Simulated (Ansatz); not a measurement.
Below is the output of a Python script on Ansatz's Python interface that makes a single point from an input typed as a dict of Ti, space group P6/mmm. Write a script that gives it. Settings: PBEsol, PAW, cutoff 517 eV, 6×6×8 k-points, Fermi-Dirac smearing of 0.05 eV.

```yaml
crystal:
  lattice:
    - [4.60000, 0.00000, 0.00000]
    - [-2.30000, 3.98372, 0.00000]
    - [0.00000, 0.00000, 2.82000]
  atoms:
    - { symbol: Ti, position: [0.00000, 0.00000, 0.00000] }
    - { symbol: Ti, position: [0.33333, 0.66667, 0.50000] }
    - { symbol: Ti, position: [0.66667, 0.33333, 0.50000] }
```

```console
$ python ti_deck.py
DeckWarning: the atoms were moved onto the symmetric positions of the space group found under crystal.symmetry.tolerance 1.0e-5 (fractional; no operation is sought that the atoms, as they stand in a [...]
converged          True
n_iterations       7
n_electrons        36.0
n_kpoints          35
n_pw               1385
n_symmetry_ops     24
free_energy_ev     -7421.700795764745
fermi_energy_ev    13.249891181408833
stress xx yy zz yz xz xy (GPa, compression positive): -5.355 -5.355 -3.715 -0.000 -0.000 -0.000
P = -48.09 kbar
levels less the Fermi level (eV) at the first k-points (first spin channel where there are two)
k = (0.000, 0.000, 0.000)
    -56.609 -56.357 -56.199 -33.035 -33.035 -32.931 -32.931 -32.644 -32.454 -32.376 -32.351 -32.351 -6.062 -1.918 -0.709 -0.709 -0.612 -0.612 -0.073 0.629 1.287 1.287
k = (0.000, 0.000, 0.125)
    -56.599 -56.350 -56.191 -33.020 -33.020 -32.922 -32.922 -32.709 -32.532 -32.442 -32.352 -32.352 -5.709 -1.646 -0.924 -0.924 -0.768 -0.768 0.395 0.937 1.206 1.206
k = (0.000, 0.000, 0.250)
    -56.574 -56.334 -56.171 -32.984 -32.984 -32.899 -32.899 -32.862 -32.720 -32.599 -32.355 -32.355 -4.733 -1.419 -1.419 -1.123 -1.123 -1.101 1.177 1.177 1.521 1.521
k = (0.000, 0.000, 0.375)
    -56.548 -56.318 -56.151 -33.009 -32.946 -32.946 -32.907 -32.876 -32.876 -32.753 -32.358 -32.358 -3.362 -1.876 -1.876 -1.456 -1.456 -1.016 1.176 1.176 1.226 1.226
gap on the k mesh: withheld (metal, or smearing too wide to tell)
lowest empty less highest filled band, by band count: -0.152 eV
{'e_kinetic': 816.549, 'e_hartree': 997.882, 'e_xc': -289.918, 'e_local': -2434.798, 'e_nonlocal': 28.235}
```
(Warnings from the package without file and line, shortened, repeats left out.)

The script that was run (others could print the same):

`ti_deck.py`:
```python
# -*- coding: utf-8 -*-
import ansatz as az
import numpy as np


def main():
    config = {
        'crystal': {
            'lattice': [[4.6, 0.0, 0.0], [-2.3, 3.983717, 0.0], [0.0, 0.0, 2.82]],
            'atoms': [
                {'symbol': 'Ti', 'position': [0.0, 0.0, 0.0]},
                {'symbol': 'Ti', 'position': [0.333333, 0.666667, 0.5]},
                {'symbol': 'Ti', 'position': [0.666667, 0.333333, 0.5]},
            ],
        },
        'kpoints': {'mp_grid': {'kspacing': 0.3}},
        'hamiltonian': {'xc': 'pbesol'},
        'scf': {'occupations': {'method': 'fermi_dirac', 'width': 0.05}},
        'basis': {'ecutwfc': '38 Ry'},
        'output': {'stress': True, 'eigenvalues': True},
    }

    planned = az.Session.from_dict(config).plan(threads=1, pin='off')
    result = planned.execute()
    rep = result.report

    for key in ('converged', 'n_iterations', 'n_electrons', 'n_kpoints', 'n_pw', 'n_symmetry_ops', 'free_energy_ev', 'fermi_energy_ev'):
        print(f'{key:18s} {rep[key]}')

    sigma = rep['stress_gpa']
    voigt = [sigma[0][0], sigma[1][1], sigma[2][2], sigma[1][2], sigma[0][2], sigma[0][1]]
    print('stress xx yy zz yz xz xy (GPa, compression positive):', ' '.join(f'{s:.3f}' for s in voigt))
    print('P =', round(10 * float(np.mean(voigt[:3])), 2), 'kbar')

    fermi = rep['fermi_energy_ev']
    print('levels less the Fermi level (eV) at the first k-points (first spin channel where there are two)')
    for k, levels in list(zip(rep['kpoints_frac'], rep['eigenvalues_ev']))[:4]:
        print('k = ({:.3f}, {:.3f}, {:.3f})'.format(*k))
        print('   ', ' '.join(f'{e - fermi:.3f}' for e in levels))

    gap = None if 'band_edges_ev' not in rep else rep['band_edges_ev'][1] - rep['band_edges_ev'][0]
    print('gap on the k mesh:', 'withheld (metal, or smearing too wide to tell)' if gap is None else f'{gap:.3f} eV')
    print('lowest empty less highest filled band, by band count:', round(rep['gap_by_band_count_ev'], 3), 'eV')

    terms = rep['components']
    print({name: round(terms[name], 3) for name in ('e_kinetic', 'e_hartree', 'e_xc', 'e_local', 'e_nonlocal')})


if __name__ == '__main__':
    main()
```

What to keep in mind:
- Total energies depend on the potentials; only differences at equal settings carry meaning. A total without «per atom» is that of the cell as typed.
- The run is spin-unpolarised.
- The energy terms are those on the plane-wave grid, with the one-centre PAW part apart; the terms shown are only some of the summands, so they needn't add up to F.
- The computed bands are complete only to about 0.8 eV above the Fermi level.
- The mesh is modest for a metal, so energies can be off by several to tens of meV an atom and pressures by half a GPa or more; differences at equal mesh fare better.
- An absolute Fermi energy rests on an arbitrary zero of the periodic potential and has no direct meaning.
- A gap by band count of zero or less means overlapping bands, a metal.
- This isn't the structure that Ti takes at ambient conditions.
- Levels are Kohn-Sham eigenvalues on this mesh.
- The whole script took 1.5 s on 1 thread of Intel(R) Xeon(R) 6975P-C (Granite Rapids) (shared host), peak memory 0.42 GiB.

(Lines on the test bed's own set-up are left out of the output.)
